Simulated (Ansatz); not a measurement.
**F2GaH: molecular dynamics**

Aim: follow the molecule's vibrations and see whether its bonds hold. The start is relaxed first. Runs: 40 steps of 2 fs at constant energy (fourth-order Milne integrator), with velocities drawn for 50 K; 400 steps of 0.5 fs under a Nosé-Hoover thermostat at 100 K. SMILES of the start: [F][GaH][F].

Method: RKS PBE-D4/def2-SVP, in Ansatz 0.2.0.

### 1 The system as given

Bond lengths: F1–Ga2 1.799 Å, Ga2–F3 1.783 Å, Ga2–H4 1.393 Å. Angles: F1–Ga2–F3 98.1°, F1–Ga2–H4 111.6°, F3–Ga2–H4 150.3°.

Coordinates:

```xyz
4

F    -0.9266   -0.4587    1.1373
Ga    0.0578    0.1008   -0.2606
F     1.6572   -0.4133    0.3353
H    -0.7328    0.7110   -1.2323
```

### 2 Preparing the start

File input.yaml:

```yaml
crystal:
  periodic: [false, false, false]
  atoms:
    - { symbol: F, position_ang: [-0.9266, -0.4587, 1.1373] }
    - { symbol: Ga, position_ang: [0.0578, 0.1008, -0.2606] }
    - { symbol: F, position_ang: [1.6572, -0.4133, 0.3353] }
    - { symbol: H, position_ang: [-0.7328, 0.711, -1.2323] }
basis:
  gaussian: { orbitals: def2-SVP }
hamiltonian:
  xc: pbe
  dispersion: d4
relax:
  f_tol: 0.02
  max_steps: 40
scf:
  lower_state_search: "off"
output:
  orbitals: {}
```

Command:

```sh
$ ansatz run input.yaml --threads 2 --pin off --max-ram 3072MiB --backend cpu --events-out ev --progress --plain --runs-dir out
```

Output, shortened:

```text
Warning: RAYON_NUM_THREADS=2 ignored (pool sized by the plan → 2); use --threads N
[...]
Functional definition: PBE
[...]
709 factors; their error is unknown
[...]
mean field -57805.38090992 eV, -2124.3085665452 hartree, gradient 2.7e-6 eV, S^2 0.000000; 0 other end points of the search recorded, 0 dependent functions left out
[...]
reference -57805.38094632 eV, -2124.3085678828 hartree; 25, 25 occupied and 40, 40 virtual orbitals, 709 factors
relax step   1: F+E_penalty+E_count = -57805.42727038 eV  Δ(F+E_penalty+E_count) = +0.000e0 eV  max|allowed force component| = 3.879e0 eV/Å  Δτ_max = 0.0000 Å  (14 SCF iters, accepted)
[...]
relax step   5: F+E_penalty+E_count = -57805.90309181 eV  Δ(F+E_penalty+E_count) = -5.233e-4 eV  max|allowed force component| = 2.814e-2 eV/Å  Δτ_max = 0.0081 Å  (19 SCF iters, accepted)
[...]
relax step   6: F+E_penalty+E_count = -57805.90312444 eV  Δ(F+E_penalty+E_count) = -3.263e-5 eV  max|allowed force component| = 4.465e-4 eV/Å  Δτ_max = 0.0020 Å  (13 SCF iters, accepted)
Total energy: -57805.90316079 eV, -2124.3277589107 hartree
Atom 0 at    -1.026208    -0.501715     1.254218 Å, force    -0.000447    -0.000043     0.000209 eV/Å
Atom 1 at    -0.022795     0.032173    -0.089084 Å, force     0.000271     0.000026    -0.000126 eV/Å
Atom 2 at     1.679299    -0.333187     0.167393 Å, force     0.000100     0.000099    -0.000225 eV/Å
Atom 3 at    -0.574696     0.742530    -1.352827 Å, force     0.000076    -0.000082     0.000142 eV/Å
Dipole moment:    -0.167762     0.215907    -0.384101 e Å
Checks for a lower state left out: stability, starts, cluster_reference, orbital_swaps, neighbouring_geometries, increment
```

It took 4.9 s on 2 threads of Arm Neoverse N1, shared host; peak memory 0.1 GiB.

The steps of the relaxation:

| step | energy from step 1 (eV) | largest force component (eV/Å) |
| --- | --- | --- |
| 1 | 0.0000 | 3.8790 |
| 2 | -0.3360 | 1.6737 |
| 3 | -0.4509 | 0.4697 |
| 4 | -0.4753 | 0.0889 |
| 5 | -0.4758 | 0.0281 |
| 6 | -0.4759 | 0.0004 |

Step 1 is the start.

After: Bond lengths: F1–Ga2 1.760 Å, Ga2–F3 1.760 Å, Ga2–H4 1.551 Å. Angles: F1–Ga2–F3 112.2°, F1–Ga2–H4 123.9°, F3–Ga2–H4 123.9°.

### 3 Run 1

40 steps of 2 fs at constant energy (fourth-order milne integrator), with velocities drawn for 50 K, from the relaxed start.

File input.yaml:

```yaml
crystal:
  periodic: [false, false, false]
  atoms:
    - { symbol: F, position_ang: [-1.026208, -0.501715, 1.254218] }
    - { symbol: Ga, position_ang: [-0.022795, 0.032173, -0.089084] }
    - { symbol: F, position_ang: [1.679299, -0.333187, 0.167393] }
    - { symbol: H, position_ang: [-0.574696, 0.74253, -1.352827] }
basis:
  gaussian: { orbitals: def2-SVP }
hamiltonian:
  xc: pbe
  dispersion: d4
md:
  timestep: 2.0
  n_steps: 40
  ensemble: nve_milne
  temperature: 50.0
  initial_velocities: maxwell_boltzmann
  seed: 684286
scf:
  lower_state_search: "off"
```

Command:

```sh
$ ansatz run input.yaml --threads 2 --pin off --max-ram 3072MiB --backend cpu --events-out ev --progress --plain --runs-dir out
```

Output, shortened:

```text
Warning: RAYON_NUM_THREADS=2 ignored (pool sized by the plan → 2); use --threads N
[...]
Functional definition: PBE
[...]
709 factors; their error is unknown
[...]
mean field -57805.85769919 eV, -2124.3260882275 hartree, gradient 6.4e-7 eV, S^2 0.000000; 0 other end points of the search recorded, 0 dependent functions left out
[...]
reference -57805.85773547 eV, -2124.3260895608 hartree; 25, 25 occupied and 40, 40 virtual orbitals, 709 factors
md step     0: t =     0.00 fs  T =    50.0 K  F+E_penalty+E_count = -57805.90310398 eV  E_kin = 0.012926 eV  conserved = -57805.89017798 eV  (15 SCF iters)
[...]
md step    10: t =    20.00 fs  T =    28.6 K  F+E_penalty+E_count = -57805.89757564 eV  E_kin = 0.007398 eV  conserved = -57805.89017811 eV  (20 SCF iters, 3 dispersion substeps)
[...]
md step    39: t =    78.00 fs  T =    44.1 K  F+E_penalty+E_count = -57805.90158471 eV  E_kin = 0.011408 eV  conserved = -57805.89017711 eV  (20 SCF iters, 3 dispersion substeps)
[...]
md step    40: t =    80.00 fs  T =    40.5 K  F+E_penalty+E_count = -57805.90064346 eV  E_kin = 0.010464 eV  conserved = -57805.89017916 eV  (20 SCF iters, 3 dispersion substeps)
Total energy: -57805.90067979 eV, -2124.3276677354 hartree
Atom 0 at    -1.031434    -0.497487     1.246894 Å, force    -0.079294    -0.061862     0.153808 eV/Å
Atom 1 at    -0.020045     0.029831    -0.084752 Å, force    -0.208576     0.136412    -0.241927 eV/Å
Atom 2 at     1.674898    -0.328419     0.158683 Å, force     0.264248    -0.062331     0.059357 eV/Å
Atom 3 at    -0.583470     0.734959    -1.350259 Å, force     0.023622    -0.012218     0.028762 eV/Å
Dipole moment:    -0.155734     0.208637    -0.369390 e Å
Checks for a lower state left out: stability, starts, cluster_reference, orbital_swaps, neighbouring_geometries, increment
```

Run time: 28 s. Hardware: 2 threads of Arm Neoverse N1, shared host; peak memory 0.096 GiB.

### 4 What the atoms did

One step in 3; energies are changes from step 0:

```
time (fs)  T (K)  potential energy change (meV/atom)  total energy change (meV/atom)
      0.0     50                                 0.0                            0.00
      6.0     38                                 0.8                            0.00
     12.0     22                                 1.8                            0.00
     18.0     25                                 1.6                            0.00
     24.0     33                                 1.1                            0.00
     30.0     21                                 1.9                            0.00
     36.0      3                                 3.0                            0.00
     42.0      7                                 2.8                            0.00
     48.0     22                                 1.8                            0.00
     54.0     20                                 1.9                            0.00
     60.0     12                                 2.5                            0.00
     66.0     20                                 1.9                            0.00
     72.0     40                                 0.6                            0.00
     78.0     44                                 0.4                            0.00
     80.0     40                                 0.6                            0.00
```

time (fs), T (K) and a bar:
```
      0.0         50 ##############################
      4.0         44 ##########################
      6.0         38 #######################
     10.0         26 ###############
     14.0         21 ############
     18.0         25 ###############
     20.0         29 #################
     24.0         33 ###################
     28.0         27 ################
     32.0         14 ########
     34.0          8 ####
     38.0          2 
     42.0          7 ####
     46.0         18 ##########
     48.0         22 #############
     52.0         23 #############
     56.0         17 ##########
     60.0         12 ######
     62.0         12 ######
     66.0         20 ############
     70.0         34 ####################
     74.0         45 ###########################
     76.0         46 ###########################
     80.0         40 ########################
```

### 5 Snapshots as a file

Extended XYZ, with forces in eV/Å:

```xyz
4
time_fs=10.0 T=26 dE=0.0062
F    -1.048   -0.501    1.257    0.226    0.088   -0.223
Ga   -0.022    0.031   -0.087    0.152   -0.158    0.221
F     1.699   -0.331    0.156   -0.407    0.077   -0.025
H    -0.588    0.731   -1.354    0.028   -0.007    0.028
4
time_fs=20.0 T=29 dE=0.0055
F    -1.058   -0.496    1.250    0.203    0.046   -0.127
Ga   -0.019    0.029   -0.081    0.079   -0.110    0.129
F     1.700   -0.325    0.143   -0.280    0.033    0.033
H    -0.584    0.723   -1.347   -0.001    0.030   -0.035
4
time_fs=30.0 T=21 dE=0.0076
F    -1.060   -0.489    1.237   -0.011   -0.081    0.178
Ga   -0.016    0.025   -0.075   -0.209    0.178   -0.339
F     1.688   -0.317    0.132    0.208   -0.087    0.128
H    -0.570    0.728   -1.347    0.012   -0.010    0.033
4
time_fs=40.0 T=3 dE=0.0121
F    -1.061   -0.486    1.233   -0.090   -0.133    0.286
Ga   -0.015    0.023   -0.073   -0.235    0.253   -0.426
F     1.686   -0.314    0.128    0.350   -0.131    0.160
H    -0.556    0.737   -1.340   -0.025    0.011   -0.020
4
time_fs=50.0 T=24 dE=0.0068
F    -1.066   -0.489    1.241    0.098   -0.041    0.036
Ga   -0.018    0.024   -0.076    0.001    0.093   -0.125
F     1.699   -0.317    0.131   -0.084   -0.045    0.095
H    -0.558    0.749   -1.339   -0.015   -0.006   -0.006
4
time_fs=60.0 T=12 dE=0.0099
F    -1.066   -0.494    1.251    0.271    0.059   -0.213
Ga   -0.020    0.027   -0.081    0.149   -0.072    0.169
F     1.708   -0.322    0.139   -0.434    0.039    0.022
H    -0.573    0.753   -1.340    0.014   -0.026    0.022
4
time_fs=70.0 T=34 dE=0.0041
F    -1.053   -0.497    1.252    0.191    0.041   -0.144
Ga   -0.020    0.029   -0.084    0.059   -0.078    0.169
F     1.697   -0.326    0.148   -0.247    0.021    0.017
H    -0.582    0.744   -1.338   -0.003    0.016   -0.042
4
time_fs=80.0 T=40 dE=0.0025
F    -1.031   -0.497    1.247   -0.079   -0.062    0.154
Ga   -0.020    0.030   -0.085   -0.209    0.136   -0.242
F     1.675   -0.328    0.159    0.264   -0.062    0.059
H    -0.584    0.735   -1.350    0.024   -0.012    0.029
```

On run 1: The temperature starts at 50 K and averages 24 K in the second half, where it ranges from 3 to 46 K. About half is expected from a start at a minimum: kinetic energy passes into potential energy until both shares match. The total energy strays from its start by at most 0.00 meV/atom, 0.2 % of the mean kinetic energy, so a step of 2 fs is short enough over this time. No bond forms or breaks.

### 6 Run 2

400 steps of 0.5 fs under a Nosé-Hoover thermostat at 100 K, from the relaxed start.

Edit input.yaml of step 3 so:

```diff
@@ -13,8 +13,9 @@
 md:
-  timestep: 2.0
-  n_steps: 40
-  ensemble: nve_milne
-  temperature: 50.0
+  timestep: 0.5
+  n_steps: 400
+  ensemble: nvt_nose_hoover
+  temperature: 100.0
   initial_velocities: maxwell_boltzmann
-  seed: 684286
+  seed: 629226
+  nose_hoover: { tau: 50.0, chain_length: 1 }
 scf:
```

Command:

```sh
$ ansatz run input.yaml --threads 2 --pin off --max-ram 3072MiB --backend cpu --events-out ev --progress --plain --runs-dir out
```

Output, shortened:

```text
Warning: RAYON_NUM_THREADS=2 ignored (pool sized by the plan → 2); use --threads N
[...]
Functional definition: PBE
[...]
709 factors; their error is unknown
[...]
mean field -57805.85769919 eV, -2124.3260882275 hartree, gradient 6.4e-7 eV, S^2 0.000000; 0 other end points of the search recorded, 0 dependent functions left out
[...]
reference -57805.85773547 eV, -2124.3260895608 hartree; 25, 25 occupied and 40, 40 virtual orbitals, 709 factors
md step     0: t =     0.00 fs  T =   100.0 K  F+E_penalty+E_count = -57805.90310398 eV  E_kin = 0.025852 eV  conserved = -57805.87725198 eV  (15 SCF iters)
[...]
md step    20: t =    10.00 fs  T =     9.0 K  F+E_penalty+E_count = -57805.87947632 eV  E_kin = 0.002319 eV  conserved = -57805.87722576 eV  (12 SCF iters)
[...]
md step    40: t =    20.00 fs  T =    81.3 K  F+E_penalty+E_count = -57805.89758521 eV  E_kin = 0.021025 eV  conserved = -57805.87724716 eV  (13 SCF iters)
[...]
md step    60: t =    30.00 fs  T =    46.5 K  F+E_penalty+E_count = -57805.88661545 eV  E_kin = 0.012019 eV  conserved = -57805.87723332 eV  (13 SCF iters)
[...]
md step    79: t =    39.50 fs  T =    28.2 K  F+E_penalty+E_count = -57805.88128483 eV  E_kin = 0.007292 eV  conserved = -57805.87722909 eV  (12 SCF iters)
md step    80: t =    40.00 fs  T =    33.3 K  F+E_penalty+E_count = -57805.88254157 eV  E_kin = 0.008612 eV  conserved = -57805.87723091 eV  (12 SCF iters)
```

### 7 More of the same log: dynamics from the start

Output, continued, shortened:

```text
md step    81: t =    40.50 fs  T =    38.8 K  F+E_penalty+E_count = -57805.88388483 eV  E_kin = 0.010031 eV  conserved = -57805.87723232 eV  (13 SCF iters)
[...]
md step   106: t =    53.00 fs  T =    75.1 K  F+E_penalty+E_count = -57805.88821046 eV  E_kin = 0.019408 eV  conserved = -57805.87723759 eV  (13 SCF iters)
[...]
md step   131: t =    65.50 fs  T =    86.2 K  F+E_penalty+E_count = -57805.88848568 eV  E_kin = 0.022291 eV  conserved = -57805.87723883 eV  (13 SCF iters)
[...]
md step   156: t =    78.00 fs  T =    67.2 K  F+E_penalty+E_count = -57805.87472971 eV  E_kin = 0.017360 eV  conserved = -57805.87721870 eV  (13 SCF iters)
[...]
md step   181: t =    90.50 fs  T =   113.3 K  F+E_penalty+E_count = -57805.88273169 eV  E_kin = 0.029303 eV  conserved = -57805.87722893 eV  (19 SCF iters)
md step   182: t =    91.00 fs  T =   123.3 K  F+E_penalty+E_count = -57805.88489221 eV  E_kin = 0.031880 eV  conserved = -57805.87723145 eV  (19 SCF iters)
md step   183: t =    91.50 fs  T =   133.1 K  F+E_penalty+E_count = -57805.88696032 eV  E_kin = 0.034399 eV  conserved = -57805.87723336 eV  (19 SCF iters)
```

### 8 The output, continued: dynamics from the start

Output, continued, shortened:

```text
md step   184: t =    92.00 fs  T =   142.4 K  F+E_penalty+E_count = -57805.88890280 eV  E_kin = 0.036823 eV  conserved = -57805.87723504 eV  (19 SCF iters)
[...]
md step   205: t =   102.50 fs  T =    97.0 K  F+E_penalty+E_count = -57805.86635755 eV  E_kin = 0.025068 eV  conserved = -57805.87721428 eV  (14 SCF iters)
[...]
md step   226: t =   113.00 fs  T =   142.4 K  F+E_penalty+E_count = -57805.87409049 eV  E_kin = 0.036815 eV  conserved = -57805.87722514 eV  (20 SCF iters)
[...]
md step   247: t =   123.50 fs  T =   172.2 K  F+E_penalty+E_count = -57805.87004322 eV  E_kin = 0.044515 eV  conserved = -57805.87721206 eV  (20 SCF iters)
[...]
md step   398: t =   199.00 fs  T =   106.4 K  F+E_penalty+E_count = -57805.85684787 eV  E_kin = 0.027500 eV  conserved = -57805.87720486 eV  (13 SCF iters)
md step   399: t =   199.50 fs  T =   100.1 K  F+E_penalty+E_count = -57805.85551276 eV  E_kin = 0.025890 eV  conserved = -57805.87720229 eV  (13 SCF iters)
[...]
md step   400: t =   200.00 fs  T =    94.7 K  F+E_penalty+E_count = -57805.85436439 eV  E_kin = 0.024482 eV  conserved = -57805.87719980 eV  (13 SCF iters)
Total energy: -57805.85440066 eV, -2124.3259670087 hartree
Atom 0 at    -1.016737    -0.517181     1.278223 Å, force     0.319128     0.287848    -0.590233 eV/Å
Atom 1 at    -0.015157     0.037166    -0.096775 Å, force    -1.495363    -0.082570     0.347026 eV/Å
Atom 2 at     1.637238    -0.333625     0.174791 Å, force     1.316476    -0.266458     0.237479 eV/Å
Atom 3 at    -0.488773     0.696947    -1.412745 Å, force    -0.140241     0.061180     0.005728 eV/Å
Dipole moment:    -0.146022     0.237252    -0.401116 e Å
Checks for a lower state left out: stability, starts, cluster_reference, orbital_swaps, neighbouring_geometries, increment
```

Run time: 4.4 min. Hardware: 2 threads of Arm Neoverse N1, shared host; peak memory 0.1 GiB.

### 9 The trajectory

One step in 16; energies are changes from step 0:

| time (fs) | T (K) | potential energy change (meV/atom) | conserved energy change (meV/atom) |
| --- | --- | --- | --- |
| 0.0 | 100 | 0.0 | 0.00 |
| 8.0 | 26 | 4.8 | 0.00 |
| 16.0 | 34 | 4.3 | 0.00 |
| 24.0 | 98 | 0.5 | 0.00 |
| 32.0 | 27 | 5.5 | 0.01 |
| 40.0 | 33 | 5.1 | 0.01 |
| 48.0 | 110 | 0.9 | 0.00 |
| 56.0 | 35 | 6.5 | 0.01 |
| 64.0 | 59 | 5.2 | 0.01 |
| 72.0 | 142 | 1.3 | 0.00 |
| 80.0 | 41 | 9.0 | 0.01 |
| 88.0 | 65 | 7.8 | 0.01 |
| 96.0 | 190 | 1.6 | 0.00 |
| 104.0 | 63 | 11.5 | 0.01 |
| 112.0 | 112 | 9.0 | 0.01 |
| 120.0 | 237 | 3.3 | 0.00 |
| 128.0 | 71 | 15.3 | 0.02 |
| 136.0 | 99 | 14.0 | 0.01 |
| 144.0 | 264 | 4.8 | 0.01 |
| 152.0 | 131 | 14.2 | 0.02 |
| 160.0 | 171 | 11.9 | 0.01 |
| 168.0 | 240 | 7.2 | 0.01 |
| 176.0 | 114 | 14.6 | 0.02 |
| 184.0 | 156 | 11.2 | 0.01 |
| 192.0 | 197 | 7.1 | 0.01 |
| 200.0 | 95 | 12.2 | 0.01 |

time (fs), T (K) and a bar:
```
      0.0        100 ###########
      8.5         21 #
     17.5         53 #####
     26.0         87 #########
     35.0         10 
     43.5         75 ########
     52.0         88 #########
     61.0         19 #
     69.5        139 ###############
     78.5         60 ######
     87.0         49 #####
     95.5        187 #####################
    104.5         54 #####
    113.0        142 ################
    121.5        216 ########################
    130.5         47 ####
    139.0        173 ###################
    148.0        233 ##########################
    156.5         98 ##########
    165.0        263 ##############################
    174.0        133 ###############
    182.5        141 ################
    191.5        200 #######################
    200.0         95 ##########
```

Maxima of the velocity power spectrum (cm⁻¹, relative height; resolution about 330 cm⁻¹): 710 (100).

### 10 Positions and forces

Positions (Å) and forces (eV/Å):

```xyz
4
time_fs=25.0 T=94 dE=0.0033
F    -1.014   -0.503    1.256   -0.096   -0.035    0.053
Ga   -0.028    0.033   -0.093    0.397    0.009    0.012
F     1.683   -0.338    0.179   -0.282    0.054   -0.074
H    -0.552    0.775   -1.351   -0.019   -0.029    0.008
4
time_fs=50.0 T=106 dE=0.0056
F    -1.017   -0.508    1.262    0.096    0.085   -0.145
Ga   -0.020    0.036   -0.094   -0.484   -0.089    0.151
F     1.664   -0.338    0.178    0.351   -0.031    0.013
H    -0.620    0.707   -1.355    0.038    0.035   -0.019
4
time_fs=75.0 T=113 dE=0.0149
F    -1.016   -0.500    1.250   -0.225   -0.094    0.245
Ga   -0.032    0.033   -0.089    0.933   -0.025   -0.193
F     1.699   -0.339    0.173   -0.667    0.137   -0.093
H    -0.525    0.750   -1.375   -0.041   -0.018    0.041
4
time_fs=100.0 T=155 dE=0.0200
F    -1.046   -0.500    1.262    0.322    0.099   -0.351
Ga   -0.012    0.028   -0.088   -1.121    0.106    0.301
F     1.664   -0.323    0.155    0.777   -0.196    0.116
H    -0.611    0.777   -1.306    0.023   -0.009   -0.065
4
time_fs=125.0 T=135 dE=0.0436
F    -1.038   -0.492    1.234   -0.346   -0.194    0.558
Ga   -0.033    0.031   -0.078    1.473   -0.060   -0.547
F     1.726   -0.335    0.150   -1.140    0.238   -0.077
H    -0.560    0.691   -1.385    0.013    0.015    0.066
4
time_fs=150.0 T=184 dE=0.0429
F    -1.054   -0.504    1.268    0.478    0.222   -0.580
Ga   -0.009    0.029   -0.087   -1.672    0.058    0.361
F     1.654   -0.320    0.147    1.257   -0.299    0.243
H    -0.546    0.742   -1.353   -0.063    0.018   -0.023
4
time_fs=175.0 T=122 dE=0.0567
F    -1.010   -0.494    1.241   -0.453   -0.297    0.641
Ga   -0.037    0.032   -0.090    1.601    0.096   -0.375
F     1.720   -0.343    0.180   -1.264    0.268   -0.263
H    -0.640    0.795   -1.304    0.115   -0.067   -0.004
4
time_fs=200.0 T=95 dE=0.0487
F    -1.017   -0.517    1.278    0.319    0.288   -0.590
Ga   -0.015    0.037   -0.097   -1.495   -0.083    0.347
F     1.637   -0.334    0.175    1.317   -0.267    0.237
H    -0.489    0.697   -1.413   -0.140    0.061    0.006
```

On run 2: Against a set 100 K the second half averages 154 K with a spread of 66 K. In 200 fs the run doesn't reach equilibrium. The conserved energy strays from its start by at most 0.02 meV/atom, 0.3 % of the mean kinetic energy, which is good for a step of 0.5 fs. The bonding pattern survives the run.

### 11 What came out

```
                                     quantity                                    value
                      relaxation of the start                  5 moves, 0.476 eV lower
                                run 1: length                         40 steps of 2 fs
      run 1: temperature, first and last step                              50 and 40 K
              run 1: temperature, second half                mean 24 K, from 3 to 46 K
         run 1: potential energy, second half   +2 meV/atom from this run's first step
    run 1: largest change of the total energy                            0.00 meV/atom
                run 1: bonds formed or broken                                        0
                                run 2: length                      400 steps of 0.5 fs
      run 2: temperature, first and last step                             100 and 95 K
              run 2: temperature, second half             mean 154 K, from 28 to 266 K
         run 2: potential energy, second half  +10 meV/atom from this run's first step
run 2: largest change of the conserved energy                            0.02 meV/atom
                run 2: bonds formed or broken                                        0
```

**Reading.** Mean temperatures of the second halves: 24 K, 154 K. No bond formed or broke in any run. A run of 200 fs with 4 atoms shows the motion but fixes no equilibrium value. The nuclei move classically, without zero-point motion, which matters most for hydrogen.
